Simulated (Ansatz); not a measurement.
**C2H3BOS: a ladder of functionals and wavefunction methods**

An exercise on one series of results from a longer session: the logs are not shown, and one member is left open.

Program: Ansatz 0.2.0, Gaussian basis. Level of theory: functionals in def2-TZVPP, the program's frozen cores in correlated methods. These are calculated values, not measurements.

Plan: LDA (SPW92), PBE-D4, revPBE-D4, BLYP-D4, r2SCAN-D4, B97M-V, PBE0-D4, B3LYP-D4, r2SCANh-D4, r2SCAN0-D4, HSE06-D4, BHLYP-D4, CAM-B3LYP-D4, LC-ωPBE, ωB97X-V, ωB97M-V, B2PLYP, PBE-QIDH; CCSD(T)/def2-SVP; CCSD(T)/def2-TZVPP; MP2/def2-QZVPP; extrapolation to the limit; RPA on PBE.

## The geometry

An earlier PBE0-D4 in a triple-zeta def2 set relaxation fixed the geometry.

SMILES `BOC#CS`, 8 atoms, charge 0, spin multiplicity 1.

Atoms are counted from 1 here; the program's logs count them from 0.

Bond lengths: B1–O2 1.367 Å, B1–H6 1.190 Å, B1–H7 1.193 Å, O2–C3 1.297 Å, C3–C4 1.202 Å, C4–S5 1.680 Å, S5–H8 1.346 Å. Angles: O2–B1–H6 115.0°, O2–B1–H7 119.5°, H6–B1–H7 125.5°, B1–O2–C3 124.8°, O2–C3–C4 177.3°, C3–C4–S5 174.9°, C4–S5–H8 97.3°.

The first run:

in.yaml

```yaml
crystal:
  periodic: [false, false, false]
  atoms:
    - {symbol: B, position_ang: [0.382164, 1.938704, 0.432479]}
    - {symbol: O, position_ang: [1.034373, 0.847527, -0.071339]}
    - {symbol: C, position_ang: [0.497722, -0.321225, -0.242176]}
    - {symbol: C, position_ang: [0.050925, -1.422464, -0.420359]}
    - {symbol: S, position_ang: [-0.440238, -3.000801, -0.721708]}
    - {symbol: H, position_ang: [1.041893, 2.925723, 0.515213]}
    - {symbol: H, position_ang: [-0.764564, 1.843952, 0.747977]}
    - {symbol: H, position_ang: [-1.710175, -2.868516, -0.295886]}
basis:
  gaussian: {orbitals: def2-TZVPP}
hamiltonian: {xc: lda}
output: {orbitals: {seedname: orbitals}}
```

Among the steps run: LDA; PBE-D4 (GGA); revPBE-D4 (GGA); BLYP-D4 (GGA); r2SCAN-D4 (meta-GGA); B97M-V (meta-GGA); PBE0-D4 (hybrid); B3LYP-D4 (hybrid); r2SCANh-D4 (hybrid); r2SCAN0-D4 (hybrid); HSE06-D4 (hybrid); BHLYP-D4 (hybrid); CAM-B3LYP-D4 (range-separated); LC-ωPBE (range-separated); ωB97X-V (range-separated); ωB97M-V (range-separated); B2PLYP (double hybrid); PBE-QIDH (double hybrid).

One of the session's tables, all rows but one given; the rest of the session is left out.

It belongs to the step «Frontier levels by functional». 

```
  functional  HOMO (eV)  gap (eV)
 LDA (SPW92)      -5.75      3.22
      PBE-D4      -5.56      3.29
   revPBE-D4      -5.49      3.32
     BLYP-D4      -5.39      3.26
   r2SCAN-D4          ?         ?
      B97M-V      -5.73      3.70
     PBE0-D4      -6.62      5.30
    B3LYP-D4      -6.40      4.86
  r2SCANh-D4      -6.11      4.52
  r2SCAN0-D4      -6.73      5.64
    HSE06-D4      -6.23      4.54
    BHLYP-D4      -7.57      7.25
CAM-B3LYP-D4      -7.87      7.61
     LC-ωPBE      -9.20     10.15
     ωB97X-V      -8.82      9.67
     ωB97M-V      -8.70      9.29
```

Estimate the missing values for r2SCAN-D4.

Worked estimate for «HOMO (eV)». Against the share of exact exchange, r2SCANh-D4 (0.1, -6.11), r2SCAN0-D4 (0.25, -6.73) give a slope of -4.13 per unit share; at 0 the line stands at -5.70.

The run gave: HOMO (eV): -5.70; gap (eV): 3.78. In «HOMO (eV)» the line misses by 0.00.
